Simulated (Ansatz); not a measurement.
# Si2P: the cost of one run

Program: Ansatz 0.2.0. Level of theory: DFT PBE, scalar-relativistic, plane waves, PAW. These are calculated values, not measurements.

## (1) The system as given

It takes space group I4/mmm (No. 139, tetragonal). Conventional cell: a = 3.210 Å, b = 3.210 Å, c = 7.921 Å, α = 90.00°, β = 90.00°, γ = 90.00°. Around Si (site symmetry 4mm) lie 5 Si at 2.63 to 2.64 Å and 5 P at 2.63 to 2.64 Å. P (site symmetry 4/mmm) is surrounded by 10 Si at 2.63 to 2.64 Å.

Structure file:

```xyz
3
Lattice="-1.6052 1.6052 3.9607 1.6052 -1.6052 3.9607 1.6052 1.6052 -3.9607" Properties=species:S:1:pos:R:3 pbc="T T T"
Si    0.0000    0.0000    2.6402
Si    0.0000    0.0000    5.2812
P     0.0000    0.0000    0.0000
```

Recipe of the guess: species swapped into a database cell of Ge2W (I4/mmm, No. 139), with Si on the Ge sites and P on the W sites. Its size is a rough estimate.

## (2) Probe: one point on a coarse mesh

The input, input.yaml:

```yaml
crystal:
  lattice:
    - [-1.60516625, 1.60516625, 3.96069963]
    - [1.60516625, -1.60516625, 3.96069963]
    - [1.60516625, 1.60516625, -3.96069963]
  atoms:
    - { symbol: Si, position: [0.33329999, 0.33329999, 0.0] }
    - { symbol: Si, position: [0.66670001, 0.66670001, 0.0] }
    - { symbol: P, position: [0.0, 0.0, 0.0] }
basis:
  ecutwfc: 420
kpoints:
  mp_grid: { grid: [8, 8, 8] }
hamiltonian:
  xc: pbe
scf:
  occupations: { method: gaussian, width: 0.1 }
  lower_state_search: "off"
output:
  forces: true
  stress: true
  eigenvalues: true
```

The run is started by

```bash
ansatz run input.yaml --threads 1 --pin off --max-ram 2560MiB --backend cpu --events-out ev --progress --plain --runs-dir out
```

**Question.** How long does this run take on 1 thread of AMD EPYC 7R43 (Zen 3), shared host, and how much memory does it need?

About 2.6 s, with a peak of 0.36 GiB.
